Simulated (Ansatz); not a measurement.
# GdN: the cost of one run

Program: Ansatz 0.2.0. Level of theory: DFT PBE+U (U_eff = 2 eV on Gd f), plane waves, PAW, no spin–orbit coupling unless a run says so. These are calculated values, not measurements.

**1. The system as given**

Symmetry: Fm-3m, No. 225, cubic system. Conventional cell: a = 4.999 Å, b = 4.999 Å, c = 4.999 Å, α = 90.00°, β = 90.00°, γ = 90.00°. Gd (site symmetry m-3m) is surrounded by 6 N at 2.50 Å. N (site symmetry m-3m) has 6 Gd at 2.50 Å as nearest neighbours.

Coordinates:

```cif
data_structure
_symmetry_space_group_name_H-M 'P 1'
_symmetry_Int_Tables_number 1
_cell_length_a 3.5348
_cell_length_b 3.5348
_cell_length_c 7.0696
_cell_angle_alpha 60.000
_cell_angle_beta 60.000
_cell_angle_gamma 60.000
_cell_volume 62.46
loop_
_atom_site_label
_atom_site_type_symbol
_atom_site_fract_x
_atom_site_fract_y
_atom_site_fract_z
_atom_site_occupancy
Gd1 Gd 0.50000 0.50000 0.25000 1
N1 N 0.00000 0.00000 0.00000 1
Gd2 Gd 0.50000 0.50000 0.75000 1
N2 N 0.00000 0.00000 0.50000 1
```

Magnetic order typed: antiferromagnetic, doubled cell 0 0 1/2.

An earlier series on this cell reached its lowest free state from «random orbitals: single harmonics, first filling», perhaps among other starts.

**2. From atoms, default search**

Input file input.yaml:

```yaml
crystal:
  lattice:
    - [0.0, 2.49949857, 2.49949857]
    - [2.49949857, 0.0, 2.49949857]
    - [4.99899714, 4.99899714, 0.0]
  atoms:
    - { symbol: Gd, position: [0.5, 0.5, 0.25], spin: 7.0 }
    - { symbol: "N", position: [0.0, 0.0, 0.0] }
    - { symbol: Gd, position: [0.5, 0.5, 0.75], spin: -7.0 }
    - { symbol: "N", position: [0.0, 0.0, 0.5] }
basis:
  ecutwfc: 420
  ecutrho_ratio: 4
kpoints:
  mp_grid: { grid: [7, 7, 7] }
hamiltonian:
  xc: pbe
  hubbard:
    sites: [{ site: 0, l: f, u_eff: 2.0 }, { site: 2, l: f, u_eff: 2.0 }]
scf:
  occupations: { method: gaussian, width: 0.05 }
output:
  forces: true
  stress: true
  eigenvalues: true
  populations: true
  hubbard: { sites: [{ site: 0, l: f }, { site: 2, l: f }] }
  write_density: true
  write_potential: true
  elf: true
  volumetric_format: npy
magnetization:
  spin_polarized: true
```

Launch:

```console
ansatz run input.yaml --threads 4 --pin off --max-ram 6144MiB --backend cpu --events-out ev --progress --plain --runs-dir out
```

**Question.** How long does this run take on 4 threads of Intel Xeon at 2.50GHz (Skylake/Cascade Lake), shared host, and how much memory does it need?

About 9.7 s, with a peak of 0.61 GiB.
